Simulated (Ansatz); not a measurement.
# CH6SSi2: a ladder of functionals and wavefunction methods

Aim: compute CH6SSi2 with functionals from several rungs and with coupled cluster, and see how far each lands from CCSD(T) at the basis-set limit for the atomisation energy.

Computed with Ansatz 0.2.0, Gaussian basis. Level: functionals in def2-TZVPP, the program's frozen cores in correlated methods.

The runs, in order: LDA (SPW92), PBE-D4, revPBE-D4, BLYP-D4, r2SCAN-D4, B97M-V, PBE0-D4, B3LYP-D4, r2SCANh-D4, r2SCAN0-D4, HSE06-D4, BHLYP-D4, CAM-B3LYP-D4, LC-ωPBE, ωB97X-V, ωB97M-V, B2PLYP, PBE-QIDH; CCSD(T)/def2-SVP; CCSD(T)/def2-TZVPP; MP2/def2-QZVPP; extrapolation to the limit; RPA on PBE.

## 1. The geometry

An earlier PBE0-D4 in a triple-zeta def2 set relaxation fixed the geometry.

10 atoms, charge 0, spin multiplicity 1.

Atoms are counted from 1 here; the program's logs count them from 0.

Bond lengths: S1–Si2 2.126 Å, S1–H5 1.346 Å, Si2–C3 1.892 Å, Si2–Si4 2.244 Å, Si2–H6 1.482 Å, C3–Si4 1.901 Å, C3–H7 1.089 Å, C3–H8 1.088 Å, Si4–H9 1.481 Å, Si4–H10 1.482 Å. Angles: Si2–S1–H5 95.6°, S1–Si2–C3 117.4°, S1–Si2–Si4 118.3°, S1–Si2–H6 114.5°, C3–Si2–Si4 53.9°, C3–Si2–H6 115.5°, Si4–Si2–H6 123.1°, Si2–C3–Si4 72.5°, Si2–C3–H7 116.9°, Si2–C3–H8 117.2°, Si4–C3–H7 117.1°, Si4–C3–H8 116.7°, H7–C3–H8 111.6°, Si2–Si4–C3 53.5°, Si2–Si4–H9 121.3°, Si2–Si4–H10 122.0°, C3–Si4–H9 116.3°, C3–Si4–H10 116.4° and more.

Coordinates:

| atom | x (Å) | y (Å) | z (Å) |
| --- | --- | --- | --- |
| S1 | -2.5571 | 0.1011 | -0.3230 |
| Si2 | -0.6286 | 0.5731 | 0.4369 |
| C3 | 0.8608 | 0.1757 | -0.6598 |
| Si4 | 0.8313 | -1.1019 | 0.7476 |
| H5 | -2.6296 | 1.1538 | -1.1583 |
| H6 | -0.5551 | 1.8572 | 1.1738 |
| H7 | 1.6786 | 0.8942 | -0.6593 |
| H8 | 0.6561 | -0.1967 | -1.6612 |
| H9 | 0.4999 | -2.4934 | 0.3651 |
| H10 | 1.9270 | -1.0141 | 1.7414 |

## 2. LDA

This LDA is Slater exchange with PW92 correlation.

Input file in.yaml:

```yaml
crystal:
  periodic: [false, false, false]
  atoms:
    - {symbol: S, position_ang: [-2.557114, 0.101135, -0.322953]}
    - {symbol: Si, position_ang: [-0.628630, 0.573129, 0.436897]}
    - {symbol: C, position_ang: [0.860763, 0.175663, -0.659772]}
    - {symbol: Si, position_ang: [0.831267, -1.101948, 0.747638]}
    - {symbol: H, position_ang: [-2.629576, 1.153760, -1.158300]}
    - {symbol: H, position_ang: [-0.555095, 1.857181, 1.173751]}
    - {symbol: H, position_ang: [1.678645, 0.894212, -0.659320]}
    - {symbol: H, position_ang: [0.656059, -0.196680, -1.661222]}
    - {symbol: H, position_ang: [0.499912, -2.493401, 0.365072]}
    - {symbol: H, position_ang: [1.926970, -1.014054, 1.741408]}
basis:
  gaussian: {orbitals: def2-TZVPP}
hamiltonian: {xc: lda}
output: {orbitals: {seedname: orbitals}}
```

On the command line:

```bash
> ansatz run in.yaml --threads 2 --pin off --events-out ev --progress --plain --max-ram 4352MiB
```

After this run come: PBE-D4 (GGA); revPBE-D4 (GGA); BLYP-D4 (GGA); r2SCAN-D4 (meta-GGA); B97M-V (meta-GGA); B3LYP-D4 (hybrid); r2SCANh-D4 (hybrid); r2SCAN0-D4 (hybrid); HSE06-D4 (hybrid); BHLYP-D4 (hybrid); CAM-B3LYP-D4 (range-separated); LC-ωPBE (range-separated); ωB97X-V (range-separated); ωB97M-V (range-separated); B2PLYP (double hybrid); PBE-QIDH (double hybrid); CCSD(T) in def2-SVP; CCSD(T) in def2-TZVPP; MP2 in def2-QZVPP; RPA on PBE orbitals.

**Question.** What will the summary of the whole plan be? Wanted: atomisation energy, CCSD(T)/CBS; farthest beyond LDA; mean size of error, GGA; mean size of error, meta-GGA; mean size of error, hybrid; mean size of error, range-separated; mean size of error, double hybrid; gap, smallest and largest; T1 diagnostic.

The runs gave:

```
                               quantity                                                                       value
        atomisation energy, CCSD(T)/CBS                                                               3212.2 kJ/mol
 functionals within 16.1 kJ/mol (0.5 %)  PBE0-D4, B3LYP-D4, r2SCANh-D4, r2SCAN0-D4, HSE06-D4, CAM-B3LYP-D4, ωB97M-V
                    farthest beyond LDA                                                     BHLYP-D4 (-71.1 kJ/mol)
                mean size of error, GGA                                                                 34.2 kJ/mol
           mean size of error, meta-GGA                                                                 28.9 kJ/mol
             mean size of error, hybrid                                                                 17.8 kJ/mol
    mean size of error, range-separated                                                                 21.6 kJ/mol
      mean size of error, double hybrid                                                                 39.8 kJ/mol
              gap, smallest and largest                                   4.53 eV (LDA (SPW92)), 11.16 eV (LC-ωPBE)
                          T1 diagnostic                                                                      0.0124
triples share of the correlation energy                                                                       4.4 %
```

**Reading.** The LDA atomisation energy is off by 414.6 kJ/mol (13 %): it overbinds. PBE-D4 is off by +23.9 kJ/mol. Double hybrids carry the basis error of their MP2 part in triple zeta, and no dispersion term here, so their miss is partly the set-up's. Taken by rung, hybrid functionals do best (17.8 kJ/mol on average) and double hybrid ones worst beyond LDA (39.8 kJ/mol). The gap between the best rungs is small, so their order is not settled. Misses under about 16.1 kJ/mol are within the doubt on the reference itself, which lacks core-valence correlation, relativity and higher excitations. Hartree-Fock recovers 73 % of the binding; the rest is correlation. CCSD(T) in def2-SVP is off by -236.9 kJ/mol, worse than the median functional, from the basis alone. The gap grows from 4.5 to 11.2 eV across the functionals, mostly with the share of exact exchange.
